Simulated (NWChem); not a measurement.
# One shape, several levels: C2H4ClSi (SMILES C=C[SiH]Cl)

Wanted: a comparison of 3 runs (UHF/STO-3G, UHF/3-21G, UB3LYP/6-31G*) of C2H4ClSi. 

Program for the calculation: NWChem 7.3.0.

2 further runs of the same task are left out: 2 set aside as unsound or not needed. Runs told in other sessions of the task aren't counted.

**1. The structure to begin with**

C2H4ClSi has 8 atoms, charge 0, and is taken as a doublet. As SMILES, `C=C[SiH]Cl`. Geometry: relaxed at PBE0-D4/def2-TZVP.

Bond lengths: C1–C2 1.335 Å, C2–Si3 1.841 Å, Si3–Cl4 2.059 Å, C1–H5 1.087 Å, C1–H6 1.086 Å, C2–H7 1.088 Å, Si3–H8 1.489 Å. Angles: C1–C2–Si3 122.0°, C2–Si3–Cl4 111.3°, C1–C2–H7 119.1°, Si3–C2–H7 118.7°, C2–C1–H5 121.9°, C2–C1–H6 122.0°, C2–Si3–H8 111.0°, Cl4–Si3–H8 109.0°, H5–C1–H6 116.1°.

**2. Energy and gradient at UHF/STO-3G (run 1)**

The input, run.nw:

```
start run
title "C2H4ClSi gradient"
memory total 2200 mb
charge 0
geometry units angstroms noautosym nocenter noautoz
   C      0.647000     1.027000    -0.659700
   C      0.628500    -0.066700     0.105400
   Si    -0.903600    -0.642600     0.947100
   Cl    -1.031600    -2.697900     0.941300
   H     -0.256900     1.588200    -0.880600
   H      1.563900     1.404900    -1.102500
   H      1.561300    -0.591000     0.301600
   H     -2.116300    -0.079100     0.291500
end
basis spherical bse
   * library STO-3G
end
scf
   doublet
   uhf
   thresh 1e-08
   maxiter 80
   noprint "final vectors analysis"
end
task scf gradient
```

Command:

```sh
nwchem run.nw > run.out
```

Output:

```text
[...]
  functions       =    32
[...]
  wavefunction    = UHF
[...]
         Total SCF energy =   -817.301662232310
      One electron energy =  -1496.585299594637
      Two electron energy =    496.435162586429
 Nuclear repulsion energy =    182.848474775898
                       Sz =      0.5000
                 Sz(Sz+1) =      0.7500
                      S^2 =      1.0463
[...]
                         UHF ENERGY GRADIENTS
    atom               coordinates                        gradient
                 x          y          z           x          y          z
   1 C       1.222653   1.940749  -1.246652   -0.003317  -0.024540   0.016292
   2 C       1.187693  -0.126045   0.199177    0.007921   0.030366  -0.018007
   3 Si     -1.707556  -1.214338   1.789759    0.016840  -0.034453   0.009423
   4 Cl     -1.949441  -5.098292   1.778799    0.001023   0.017636   0.001872
   5 H      -0.485471   3.001263  -1.664093   -0.003989   0.000149   0.000158
   6 H       2.955342   2.654876  -2.083423    0.003360  -0.000421  -0.000168
   7 H       2.950429  -1.116828   0.569941    0.003572  -0.002949   0.001275
   8 H      -3.999227  -0.149477   0.550855   -0.025410   0.014212  -0.010844
[...]
```

It took 6.9 s on 1 thread of Intel Xeon Platinum 8375C at 2.90GHz (Ice Lake), shared host; peak memory 0.097 GiB.

**3. Energy and gradient at UHF/3-21G (run 2)**

The input, run.py:

```python
from ase import Atoms
from ase.calculators.nwchem import NWChem

atoms = Atoms(['C', 'C', 'Si', 'Cl', 'H', 'H', 'H', 'H'], positions=[
    [0.647000, 1.027000, -0.659700],
    [0.628500, -0.066700, 0.105400],
    [-0.903600, -0.642600, 0.947100],
    [-1.031600, -2.697900, 0.941300],
    [-0.256900, 1.588200, -0.880600],
    [1.563900, 1.404900, -1.102500],
    [1.561300, -0.591000, 0.301600],
    [-2.116300, -0.079100, 0.291500],
])

calc = NWChem(
    label='c2h4clsi',
    theory='scf',
    memory='2200 mb',
    basis='3-21G',
    basispar='spherical bse',
    scf={'nopen': '1', 'uhf': None, 'thresh': '1e-08', 'maxiter': '80'},
)
atoms.calc = calc

forces = atoms.get_forces()
e = atoms.get_potential_energy()
print(f"E = {e:.6f} eV")
print("forces (eV/A):")
for s, f in zip(atoms.symbols, forces):
    print(f"{s:2s} {f[0]:10.5f} {f[1]:10.5f} {f[2]:10.5f}")
```

Command:

```sh
export ASE_NWCHEM_COMMAND="nwchem PREFIX.nwi > PREFIX.nwo"
python run.py
```

Output:

```text
E = -22376.404923 eV
forces (eV/A):
C     0.10202    0.74243   -0.52893
C     0.81195   -0.28303    0.07693
Si   -0.44825    2.12065    0.21515
Cl   -0.18245   -2.41421    0.04397
H     0.38515   -0.18023    0.05559
H    -0.39168   -0.13503    0.16764
H    -0.36443    0.19170   -0.09467
H     0.08767   -0.04232    0.06433
```

The calculator wrote c2h4clsi.nwi:

```
title "c2h4clsi"

permanent_dir c2h4clsi

scratch_dir c2h4clsi

start c2h4clsi

geometry units angstrom nocenter noautosym noautoz
  C  6.4700000000000002e-01 1.0269999999999999e+00 -6.5969999999999995e-01
  C  6.2849999999999995e-01 -6.6699999999999995e-02 1.0539999999999999e-01
  Si -9.0359999999999996e-01 -6.4259999999999995e-01 9.4710000000000005e-01
  Cl -1.0316000000000001e+00 -2.6979000000000002e+00 9.4130000000000003e-01
  H  -2.5690000000000002e-01 1.5882000000000001e+00 -8.8060000000000005e-01
  H  1.5639000000000001e+00 1.4049000000000000e+00 -1.1025000000000000e+00
  H  1.5612999999999999e+00 -5.9099999999999997e-01 3.0159999999999998e-01
  H  -2.1162999999999998e+00 -7.9100000000000004e-02 2.9149999999999998e-01
end

memory 2200 mb

basis spherical bse noprint
   * library 3-21G
end

scf
  nopen 1
  uhf
  thresh 1e-08
  maxiter 80
end

task scf gradient
```

c2h4clsi.nwo, cut to the lines that bear on the results:

```text
[...]
      One electron energy =  -1499.305491371394
[... 1 line left out ...]
 Nuclear repulsion energy =    182.848474775898
[... 46 lines left out ...]
          Final beta eigenvalues
[... 220 lines left out ...]
                     UHF Final Beta Molecular Orbital Analysis
[...]
  wavefunction    =   UHF
                         UHF ENERGY GRADIENTS
    atom               coordinates                        gradient
                 x          y          z           x          y          z
   1 C       1.222653   1.940749  -1.246652   -0.001984  -0.014438   0.010286
   2 C       1.187693  -0.126045   0.199177   -0.015790   0.005504  -0.001496
   3 Si     -1.707556  -1.214338   1.789759    0.008717  -0.041240  -0.004184
[... 4 lines of this table left out ...]
   8 H      -3.999227  -0.149477   0.550855   -0.001705   0.000823  -0.001251
[...]
```

Wall time 8.7 s (1 thread of Intel Xeon Platinum 8375C at 2.90GHz (Ice Lake), shared host); peak memory 0.099 GiB.

**4. Energy and forces at UB3LYP/6-31G(d) (Cartesian functions) (run 3)**

The input, struct.nw:

```
start struct
memory total 2200 mb

geometry units bohr noautosym nocenter noautoz
   C   1.22265280  1.94074873 -1.24665232
   C   1.18769287 -0.12604473  0.19917713
   Si -1.70755653 -1.21433801  1.78975961
   Cl -1.94944147 -5.09829211  1.77879920
   H  -0.48547064  3.00126303 -1.66409283
   H   2.95534269  2.65487623 -2.08342305
   H   2.95042940 -1.11682814  0.56994140
   H  -3.99922740 -0.14947734  0.55085517
end

basis cartesian
   * library 6-31G*
end

dft
   xc b3lyp
   mult 2
   grid xfine
   convergence energy 1e-08
   maxiter 100
   mulliken
   print low
end

task dft gradient
```

Command:

```sh
nwchem struct.nw > struct.out
```

Output:

```text
[...]
 d= 0,ls=0.0,diis     1   -828.2359697342 -1.01D+03  7.15D-03  1.37D-01     5.7
[...]
 d= 0,ls=0.0,diis    13   -828.2869525879 -3.73D-09  5.75D-07  1.33D-10    68.5
[...]
         Total DFT energy =     -828.286952587937
      One electron energy =    -1505.012194467064
           Coulomb energy =      555.397825371934
    Exchange-Corr. energy =      -61.521045177578
 Nuclear repulsion energy =      182.848461684770
[...]
      Total Density - Mulliken Population Analysis
     ---------------------------------------------
    Atom       Charge   Shell Charges
 -----------   ------   -------------------------------------------------------
    1 C    6     6.31   1.99  0.71  2.04  0.59  0.96  0.01
    2 C    6     6.24   1.99  0.71  2.05  0.59  0.91  0.00
    3 Si  14    13.63   2.00  1.99  5.96  1.11  1.76  0.28  0.40  0.13
    4 Cl  17    17.25   2.00  1.99  5.97  1.46  3.64  0.55  1.67 -0.03
    5 H    1     0.84   0.53  0.31
    6 H    1     0.84   0.53  0.31
    7 H    1     0.83   0.52  0.31
    8 H    1     1.05   0.50  0.55
[...]
      <S2> =      0.7553 (Exact =     0.7500)
                         DFT ENERGY GRADIENTS
    atom               coordinates                        gradient
                 x          y          z           x          y          z
   1 C       1.222653   1.940749  -1.246652   -0.000379  -0.006812   0.004827
   2 C       1.187693  -0.126045   0.199177   -0.001961   0.006218  -0.003175
   3 Si     -1.707557  -1.214338   1.789760    0.002430  -0.008005  -0.004130
   4 Cl     -1.949441  -5.098292   1.778799    0.001213   0.011086   0.000065
   5 H      -0.485471   3.001263  -1.664093    0.000767  -0.001512   0.000847
   6 H       2.955343   2.654876  -2.083423   -0.001228  -0.001270   0.001165
   7 H       2.950429  -1.116828   0.569941   -0.001623   0.000604  -0.000447
   8 H      -3.999227  -0.149477   0.550855    0.000781  -0.000309   0.000848
 Task  times  cpu:       79.1s     wall:       79.1s
 Total times  cpu:       79.2s     wall:       79.2s
```

Wall time 80 s (1 thread of Intel Xeon Platinum 8375C at 2.90GHz (Ice Lake), shared host); peak memory 0.14 GiB.

**5. The series**

```csv
run,level,Cartesian functions,iteration cap,energy (Eh),dipole moment (D),⟨S²⟩,largest force (eV/Å),wall time
1,UHF/STO-3G,no,80,-817.301662,3.15,1.046,2.031,6.9 s
2,UHF/3-21G,no,80,-822.317720,3.49,0.901,2.421,8.7 s
3,UB3LYP/6-31G* (Cartesian functions),yes,100,-828.286953,–,0.755,0.573,80 s
```

**6. Results**

```
                       quantity          value
            run 3: total energy  -828.28695 Eh
                    run 3: ⟨S²⟩          0.755
run 3: largest force on an atom     0.573 eV/Å
```

In words: In run 1 the basis is minimal, so the values are rough. Spin contamination of the reference: run 1 ⟨S²⟩ = 1.05, run 2 ⟨S²⟩ = 0.90. All runs together took 95 s, the longest 80 s.
